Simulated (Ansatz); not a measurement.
# C₂H₆ClNOW: one species, many methods

One table from this session's results is given with a row withheld; the runs are named, their logs left out.

The runs use Ansatz 0.2.0, Gaussian basis; functionals in def2-TZVPP, the program's frozen cores in correlated methods.

Plan: LDA (SPW92), PBE-D4, revPBE-D4, BLYP-D4, r2SCAN-D4, B97M-V, PBE0-D4, B3LYP-D4, r2SCANh-D4, r2SCAN0-D4, HSE06-D4, BHLYP-D4, CAM-B3LYP-D4, LC-ωPBE, ωB97X-V, ωB97M-V, B2PLYP, PBE-QIDH; CCSD(T)/def2-SVP; MP2/def2-TZVPP; MP2/def2-QZVPP; RPA on PBE.

### Structure used throughout

The geometry comes from an earlier relaxation with PBE0-D4 in a triple-zeta def2 set; it is a stationary point, not always the lowest conformer. W takes the def2 core potential; no spin-orbit term is included.

SMILES `C[N]=[W]([CH3])(=[O])[Cl]`, 12 atoms, charge 0, spin multiplicity 1.

Atoms are counted from 1 here; the program's logs count them from 0.

Bond lengths: C1–N2 1.418 Å, C1–H7 1.095 Å, C1–H8 1.096 Å, C1–H9 1.095 Å, N2–W3 1.741 Å, W3–C4 2.111 Å, W3–O5 1.701 Å, W3–Cl6 2.288 Å, C4–H10 1.091 Å, C4–H11 1.095 Å, C4–H12 1.095 Å. Angles: N2–C1–H7 109.8°, N2–C1–H8 111.7°, N2–C1–H9 110.3°, H7–C1–H8 108.5°, H7–C1–H9 107.7°, H8–C1–H9 108.8°, C1–N2–W3 154.8°, N2–W3–C4 102.9°, N2–W3–O5 108.7°, N2–W3–Cl6 111.5°, C4–W3–O5 105.4°, C4–W3–Cl6 112.9°, O5–W3–Cl6 114.5°, W3–C4–H10 112.5°, W3–C4–H11 109.1°, W3–C4–H12 108.8°, H10–C4–H11 108.7°, H10–C4–H12 108.3° and more.

Set-up of the first run:

in.yaml reads:

```yaml
crystal:
  periodic: [false, false, false]
  atoms:
    - {symbol: C, position_ang: [-2.053213, 0.646048, -0.666620]}
    - {symbol: N, position_ang: [-0.878351, 0.410947, 0.090919]}
    - {symbol: W, position_ang: [0.813238, 0.576486, 0.466582]}
    - {symbol: C, position_ang: [1.541589, -1.392494, 0.245605]}
    - {symbol: O, position_ang: [1.561908, 1.476592, -0.768085]}
    - {symbol: Cl, position_ang: [1.127105, 1.409851, 2.574580]}
    - {symbol: H, position_ang: [-2.503312, -0.308662, -0.957529]}
    - {symbol: H, position_ang: [-1.840779, 1.221539, -1.574401]}
    - {symbol: H, position_ang: [-2.788678, 1.191640, -0.066936]}
    - {symbol: H, position_ang: [1.340277, -1.803385, -0.745116]}
    - {symbol: H, position_ang: [2.623795, -1.394975, 0.412455]}
    - {symbol: H, position_ang: [1.056410, -2.033606, 0.988544]}
basis:
  gaussian: {orbitals: def2-TZVPP}
hamiltonian: {xc: lda}
output: {orbitals: {seedname: orbitals}}
```

On the command line:

```console
> ansatz run in.yaml --threads 4 --pin off --events-out ev --progress --plain --max-ram 11315MiB
```

Steps of the session up to this table: LDA; PBE-D4 (GGA); revPBE-D4 (GGA); BLYP-D4 (GGA); r2SCAN-D4 (meta-GGA); B97M-V (meta-GGA); B3LYP-D4 (hybrid); r2SCANh-D4 (hybrid); r2SCAN0-D4 (hybrid); HSE06-D4 (hybrid); BHLYP-D4 (hybrid); CAM-B3LYP-D4 (range-separated); LC-ωPBE (range-separated); ωB97X-V (range-separated); ωB97M-V (range-separated); B2PLYP (double hybrid); PBE-QIDH (double hybrid).

One of the session's tables, all rows but one given; the rest of the session is left out.

It belongs to the step «Frontier levels by functional». 

```
  functional  HOMO (eV)  LUMO (eV)  gap (eV)
 LDA (SPW92)      -6.56      -3.10      3.47
      PBE-D4      -6.40      -2.86      3.54
   revPBE-D4      -6.34      -2.77      3.56
     BLYP-D4          ?          ?         ?
   r2SCAN-D4      -6.66      -2.77      3.89
      B97M-V      -6.74      -2.75      3.99
     PBE0-D4      -7.72      -2.11      5.61
    B3LYP-D4      -7.50      -2.33      5.17
  r2SCANh-D4      -7.16      -2.49      4.67
  r2SCAN0-D4      -7.90      -2.05      5.85
    HSE06-D4      -7.32      -2.49      4.83
    BHLYP-D4      -8.95      -1.22      7.73
CAM-B3LYP-D4      -9.06      -1.08      7.99
     LC-ωPBE     -10.36       0.04     10.41
     ωB97X-V     -10.03      -0.03     10.00
     ωB97M-V      -9.95      -0.10      9.85
```

**Question.** Estimate the row for BLYP-D4.

Worked estimate for «HOMO (eV)». Against the share of exact exchange, B3LYP-D4 (0.2, -7.50), BHLYP-D4 (0.5, -8.95) give a slope of -4.83 per unit share; at 0 the line stands at -6.53.

The run gave: HOMO (eV): -6.28; LUMO (eV): -2.76; gap (eV): 3.52. In «HOMO (eV)» the line misses by -0.25.
